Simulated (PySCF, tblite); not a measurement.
**C₆H₈FP: geometry, infrared bands and NMR shifts**

What infrared bands and NMR shifts should C₆H₈FP (`F/C=P/C1=CCCC1`) show?

The runs use tblite 0.8.0 and PySCF 2.14.0, with density-fitted response routines of our own; the level of theory stands in each step. All values are computed, except where a source is named. Atoms count from 0, in the outputs and in this text.

## 1. Starting geometry

16 atoms, charge 0, multiplicity 1; geometry from: force field or distance geometry start.

Bonds of the start (Å): F0–C1 1.37, C1–P2 1.65, P2–C3 1.86, C3–C4 1.33, C4–C5 1.51, C5–C6 1.54, C6–C7 1.54, C7–C3 1.49, C1–H8 1.08, C4–H9 1.08, C5–H10 1.11, C5–H11 1.09, C6–H12 1.12, C6–H13 1.09, C7–H14 1.13, C7–H15 1.08.

## 2. Optimising the geometry with GFN2-xTB

What the job is given:

```
{"job": {"kind": "relax", "xc": "GFN2-xTB", "basis": "xTB"}, "charge": 0, "multiplicity": 1}
F      4.494000     0.052000     0.674100
C      3.169200     0.096300     0.312000
P      1.938700    -0.264200     1.358100
C      0.219400    -0.143400     0.668400
C     -0.844200     0.440500     1.220200
C     -2.000500     0.247400     0.264400
C     -1.231000     0.224000    -1.068200
C     -0.132800    -0.767900    -0.637600
H      2.938300     0.369200    -0.709300
H     -0.869000     0.967000     2.165600
H     -2.433300    -0.774400     0.343300
H     -2.729800     1.058600     0.324100
H     -0.765400     1.225500    -1.254800
H     -1.838500    -0.149200    -1.896200
H     -0.620400    -1.766300    -0.447900
H      0.697700    -0.806100    -1.327500
```

On the command line:

```
$ OMP_NUM_THREADS=1 python probes_run.py task.json out
```

The driver reads the jobs from task.json and runs them one after another.

**Question.** This job is followed by: GFN2-xTB harmonic vibrations, gas phase; GIAO PBE0/pcSseg-1 NMR shielding, non-relativistic, gas phase. Predict these results of the whole session: strongest single infrared mode (GFN2-xTB); zero-point energy (GFN2-xTB); 13C shifts against TMS (PBE0/pcSseg-1); 1H shifts against TMS (PBE0/pcSseg-1, means over atoms taken as alike); 19F shifts against CFCl3 (PBE0/pcSseg-1); 31P shifts against H3PO4 (PBE0/pcSseg-1).

The runs gave:

| quantity | value |
| --- | --- |
| strongest single infrared mode (GFN2-xTB) | 1152 cm⁻¹, 135 km/mol |
| zero-point energy (GFN2-xTB) | 77.5 kcal/mol |
| 13C shifts against TMS (PBE0/pcSseg-1) | 222.0, 157.0, 149.5, 39.3, 38.9, 26.8 ppm |
| 1H shifts against TMS (PBE0/pcSseg-1, means over atoms taken as alike) | 9.54, 6.70, 2.70, 2.68, 2.09 ppm |
| 19F shifts against CFCl3 (PBE0/pcSseg-1) | -71.9 ppm |
| 31P shifts against H3PO4 (PBE0/pcSseg-1) | 178.0 ppm |

In words: Over 113 steps the energy fell by 0.865 eV; of the close pairs, P2–C3 changed most, 1.856 to 1.804 Å. No mode is imaginary among the 42: a minimum at this level. The strongest single mode, at 1152 cm⁻¹, moves mainly H8. Unscaled tight-binding wavenumbers are off by several per cent, some by more. Its intensities can rank the bands wrongly. At PBE0/pcSseg-1: Shielding is most anisotropic at P2 (span 672 ppm, paramagnetic term -826 ppm).
